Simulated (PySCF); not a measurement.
# Tm2H6: other functionals and bases at one geometry

The task here is to estimate one member of a computed series from the others.

Method: several levels, as the steps say, no spin–orbit coupling; program: PySCF 2.14.0.

2 further runs of the same task are left out: 2 for a known fault of the program. Runs told in other sessions of the task aren't counted.

**Starting geometry**

8 atoms, charge 0, spin multiplicity 1.

Bond lengths: Tm1–Tm2 3.478 Å, Tm1–H3 2.143 Å, Tm1–H4 2.143 Å, Tm1–H5 1.973 Å, Tm1–H6 1.973 Å, Tm2–H3 2.143 Å, Tm2–H4 2.143 Å, Tm2–H7 1.973 Å, Tm2–H8 1.973 Å. Angles: Tm2–Tm1–H3 35.7°, Tm2–Tm1–H4 35.7°, Tm2–Tm1–H5 123.2°, Tm2–Tm1–H6 123.2°, H3–Tm1–H4 71.5°, H3–Tm1–H5 116.4°, H3–Tm1–H6 116.4°, H4–Tm1–H5 116.4°, H4–Tm1–H6 116.4°, H5–Tm1–H6 113.6°, Tm1–Tm2–H3 35.7°, Tm1–Tm2–H4 35.7°, Tm1–Tm2–H7 123.2°, Tm1–Tm2–H8 123.2°, H3–Tm2–H4 71.5°, H3–Tm2–H7 116.4°, H3–Tm2–H8 116.4°, H4–Tm2–H7 116.4° and more.

Geometry (Å):

```
Tm    0.0000    0.0000    1.7392
Tm    0.0000    0.0000   -1.7392
H     1.2513    0.0000    0.0000
H    -1.2513    0.0000    0.0000
H     0.0000    1.6510    2.8195
H     0.0000   -1.6510    2.8195
H     0.0000    1.6510   -2.8195
H     0.0000   -1.6510   -2.8195
```

Formal oxidation states: Tm +3. Each metal's 12 4f electrons lie in its core potential, so multiplicities, spins and levels count the valence alone. An earlier session relaxed this geometry at BP86, Tm lcecp-1-SVP with ECP58, H def2-SVP (singlet, point group D2h).

At BP86 on the finer grid: E = -81.282093 Eh, HOMO -5.99 eV, LUMO -2.92 eV, Mulliken charge on Tm1 +0.65 e, largest force component 0.007 eV/Å. 

Levels to run: PBE; M06-L; r2SCAN; TPSSh; BP86, TZVP. Hardware: 2 threads of Arm Neoverse V1, shared host.

Set-up of the first run:

Contents of run.py (the lines that set the calculation):

```python
mol = gto.M(atom='''
Tm     0.00000     0.00000     1.73922
Tm     0.00000     0.00000    -1.73922
H      1.25129     0.00000     0.00000
H     -1.25129     0.00000     0.00000
H      0.00000     1.65105     2.81954
H      0.00000    -1.65105     2.81954
H      0.00000     1.65105    -2.81954
H      0.00000    -1.65105    -2.81954''',
    basis={'Tm': 'lcecp-1-SVP', 'H': 'def2-SVP'},
    ecp={'Tm': 'lcecp-1-SVP'},
    charge=0, spin=0)
mf = dft.RKS(mol, xc='PBE')
mf.grids.atom_grid = (75, 302)  # f atoms: unpruned, at least (60, 302)
mf = mf.density_fit()  # fitting sets: Tm AutoAux, H def2-universal-JKFIT
mf.conv_tol = 1e-08; mf.max_cycle = 55
mf.kernel(dm0)  # dm0: the density of the relaxed state
```

Command:

```console
> OMP_NUM_THREADS=2 python run.py
```

Steps of the session up to this table: PBE; M06-L; r2SCAN; TPSSh; BP86, TZVP.

One table of the session follows, with a row left open; its other results are not shown here.

```
              level  HOMO (eV)  gap (eV)  charge on Tm1 (e)  largest force component (eV/Å)
BP86 (relaxed here)      -5.99      3.07               0.65                            0.01
                PBE      -5.87      3.02               0.61                            0.01
              M06-L      -6.18      3.93               1.02                            0.16
             r2SCAN      -6.17      3.66               0.78                            0.06
              TPSSh          ?         ?                  ?                               ?
         BP86, TZVP      -6.04      3.10               0.84                            0.04
```

Estimate the missing values for TPSSh.

**Answer.** HOMO (eV): -6.57; gap (eV): 4.28; charge on Tm1 (e): 0.90; largest force component (eV/Å): 0.08. In the column «HOMO (eV)» it is the lowest.

In one basis the gap runs from 3.02 eV (PBE) to 4.28 eV (TPSSh). The largest leftover force, 0.16 eV/Å with M06-L, stands at a geometry relaxed at another level. With 4f in the core, its levels are missing from HOMO and gap, and its count is fixed, so no charge can pass from the ligands into it. Total energies of different levels can't be compared.
